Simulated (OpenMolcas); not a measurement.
# Ru²⁺ among point charges: CASSCF levels and susceptibility

Aim: the splitting of the states of Ru²⁺ in the field of 6 point charges, its lowest levels with spin-orbit coupling and its magnetic susceptibility.

Method: state-averaged CASSCF, spin-orbit coupling by RASSI with atomic mean-field integrals. Code: OpenMolcas 26.06.

1 further run of the same task is left out (it didn't finish).

### 1 Starting point

| Quantity | Value |
| --- | --- |
| Species | Ru²⁺ (ruthenium, Z = 44, 42 electrons) |
| Basis | ANO-RCC-VDZP [6s5p3d1f], 43 functions |
| Scalar Hamiltonian | DKH2, point nucleus |
| Inactive shells | 1s 2s 2p 3s 3p 3d 4s 4p |
| Active space | 6 electrons in 5 orbitals (4d) |
| Some configurations of this space | 4d⁶ |
| Orbitals | optimised for each spin and parity, averaged over all roots |

The outer shells:

4d6
```
4d [↑↓][↑ ][↑ ][↑ ][↑ ]
```

The ion sits among 6 point charges of -1.7 e arranged as a tetragonal octahedron (D4h), 1.97 Å from the ion, with the axial distance 2.364 Å. The active orbitals were held to one l.

Each step is its own input file, run in one work folder so that later steps find the files of earlier ones. Labels, J, g values, rates, χT and fits are worked out afterwards by a script from the matrices that RASSI stores. The input lists half of the charges; inversion (Group=XYZ) makes the rest.

### 2 One- and two-electron integrals

Input file a.inp:

```
&GATEWAY
Coord
1

Ru 0.0 0.0 0.0
Basis=ANO-RCC-VDZP
Group=XYZ
NoMove
AngMom=0.0 0.0 0.0
AMFI
XField
3 Angstrom 0
1.970000 0.000000 0.000000 -1.700000
0.000000 1.970000 0.000000 -1.700000
0.000000 0.000000 2.364000 -1.700000
&SEWARD
```

Run with:

```sh
$ OMP_NUM_THREADS=1 MOLCAS_MEM=1689 MOLCAS_PROJECT=a pymolcas a.inp > a.log
```

### 3 Reference wave functions, quintets of even parity, 5 roots

Input file a.inp:

```
&RASSCF
FileOrb=start.orb
Symmetry=1
Spin=5
nActEl=6 0 0
Inactive=9 9
Ras2=5 0
CIRoot=5 5 1
SDav=5
CIMx=300
Iter=120 100
PrWF=0.3
OrbListing=Nothing
MaxOrb=0
SupSym
1
15 4 5 6 7 8 10 11 12 13 14 17 18 19 20 21
0
>>> COPY $Project.JobIph JOB001
```

start.orb holds the contracted functions of the basis, ordered by shell, or the orbitals of the step before.

### 4 CASSCF: triplets of even parity, 45 roots

Input file a.inp:

```
&RASSCF
FileOrb=start.orb
Symmetry=1
Spin=3
nActEl=6 0 0
Inactive=9 9
Ras2=5 0
CIRoot=45 45 1
SDav=45
CIMx=300
Iter=120 100
PrWF=0.3
OrbListing=Nothing
MaxOrb=0
SupSym
1
15 4 5 6 7 8 10 11 12 13 14 17 18 19 20 21
0
>>> COPY $Project.JobIph JOB002
```

### 5 Reference wave functions, singlets of even parity, 50 roots

Input file a.inp:

```
&RASSCF
FileOrb=start.orb
Symmetry=1
Spin=1
nActEl=6 0 0
Inactive=9 9
Ras2=5 0
CIRoot=50 50 1
SDav=50
CIMx=300
Iter=120 100
PrWF=0.3
OrbListing=Nothing
MaxOrb=0
SupSym
1
15 4 5 6 7 8 10 11 12 13 14 17 18 19 20 21
0
>>> COPY $Project.JobIph JOB003
```

### 6 RASSI: spin-orbit coupling between the states

Input file a.inp:

```
&RASSI
NrOfJobIphs=3 5 45 50
1 2 3 4 5
1 2 3 4 5 6 7 8 9 10 11 12 13 14 15 16 17 18 19 20 21 22 23 24 25 26 27
28 29 30 31 32 33 34 35 36 37 38 39 40 41 42 43 44 45
1 2 3 4 5 6 7 8 9 10 11 12 13 14 15 16 17 18 19 20 21 22 23 24 25 26 27
28 29 30 31 32 33 34 35 36 37 38 39 40 41 42 43 44 45 46 47 48 49 50
IphNames
JOB001
JOB002
JOB003
EJob
SpinOrbit
DIPRint=1.0
SOCoupling=1000.0
Subsets=2
Property=9
'ANGMOM' 1 'ANGMOM' 2 'ANGMOM' 3 'MLTPL  1' 1 'MLTPL  1' 2 'MLTPL  1' 3
'AMFI' 1 'AMFI' 2 'AMFI' 3
SOProperty=3
'ANGMOM' 1 'ANGMOM' 2 'ANGMOM' 3
```

Before running it: what results should come out? Wanted: spin-free ground state; first state of the same spin within the active space; lowest level; next level.

**Answer**, as computed:

```
                                            quantity                           value
                                              method                          CASSCF
                              spin-free ground state  5E, 2-fold in its orbital part
first state of the same spin within the active space                5B2 at 5240 cm⁻¹
                                        lowest level  2-fold E, g = 0.00, 0.00, 9.95
                                          next level                       74.6 cm⁻¹
                                         χT at 300 K                  3.98 cm³ K/mol
                           effective moment at 300 K                         5.64 μB
```

What this shows: The spin-free ground state (5E) comes to 100 % from free-ion D terms and keeps the highest spin of the shell. χT at 300 K is 3.98, against 3.01 cm³ K/mol for the spin alone, so orbital moment adds to it. An active space of the d shell alone favours high spin; real ions in strong fields can be low spin. The field of point charges can differ much from that of real complexes. With metal d orbitals alone active, the gaps between spin states are rough; where two lie within a few thousand cm-1, their order is open. Point charges carry no covalency, so the field is a model and not that of real ligands.
